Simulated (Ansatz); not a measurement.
# PdPtCl4: the cost of one run

Program: Ansatz 0.2.0. Level of theory: DFT PBE, scalar-relativistic, plane waves, PAW. These are calculated values, not measurements.

1 further run of the same task is left out (it didn't finish).

**1. The starting structure**

Symmetry: F-43m, No. 216, cubic system. The conventional cell has a = 8.096 Å, b = 8.096 Å, c = 8.096 Å, α = 90.00°, β = 90.00°, γ = 90.00°. Pd (site symmetry -43m) has 12 Cl at 3.35 Å and 4 Pt at 3.51 Å as nearest neighbours. Pt (site symmetry -43m) has 12 Cl at 3.36 Å and 4 Pd at 3.51 Å as nearest neighbours. Cl (site symmetry 3m) has 6 Cl at 2.84 to 2.89 Å and 3 Pd at 3.35 Å and 3 Pt at 3.36 Å as nearest neighbours.

Coordinates:

```cif
data_structure
_symmetry_space_group_name_H-M 'P 1'
_symmetry_Int_Tables_number 1
_cell_length_a 5.7246
_cell_length_b 5.7246
_cell_length_c 5.7246
_cell_angle_alpha 60.000
_cell_angle_beta 60.000
_cell_angle_gamma 60.000
_cell_volume 132.65
loop_
_atom_site_label
_atom_site_type_symbol
_atom_site_fract_x
_atom_site_fract_y
_atom_site_fract_z
_atom_site_occupancy
Pd1 Pd 0.75000 0.75000 0.75000 1
Pt1 Pt 0.00000 0.00000 0.00000 1
Cl1 Cl 0.87153 0.37616 0.37616 1
Cl2 Cl 0.37616 0.37616 0.37616 1
Cl3 Cl 0.37616 0.87153 0.37616 1
Cl4 Cl 0.37616 0.37616 0.87153 1
```

Recipe of the guess: species swapped into a database cell of TbCu4Ag (F-43m, No. 216), with Pt on the Tb sites, Cl on the Cu sites and Pd on the Ag sites. Its size is a rough estimate.

**2. The guess as it stands, on a coarse mesh**

File input.yaml:

```yaml
crystal:
  lattice:
    - [0.0, 4.04789549, 4.04789549]
    - [4.04789549, 0.0, 4.04789549]
    - [4.04789549, 4.04789549, 0.0]
  atoms:
    - { symbol: Pd, position: [0.75, 0.75, 0.75] }
    - { symbol: Pt, position: [0.0, 0.0, 0.0] }
    - { symbol: Cl, position: [0.87153172, 0.37615609, 0.37615609] }
    - { symbol: Cl, position: [0.37615609, 0.37615609, 0.37615609] }
    - { symbol: Cl, position: [0.37615609, 0.87153172, 0.37615609] }
    - { symbol: Cl, position: [0.37615609, 0.37615609, 0.87153172] }
basis:
  ecutwfc: 420
kpoints:
  mp_grid: { grid: [4, 4, 4] }
hamiltonian:
  xc: pbe
scf:
  occupations: { method: gaussian, width: 0.1 }
  lower_state_search: "off"
output:
  forces: true
  stress: true
  eigenvalues: true
```

Run with:

```console
> ansatz run input.yaml --threads 1 --pin off --max-ram 2048MiB --backend cpu --events-out ev --progress --plain --runs-dir out
```

What time and memory should one allow on 1 thread of Arm Neoverse V1, shared host?

About 3.5 s, with a peak of 0.35 GiB.
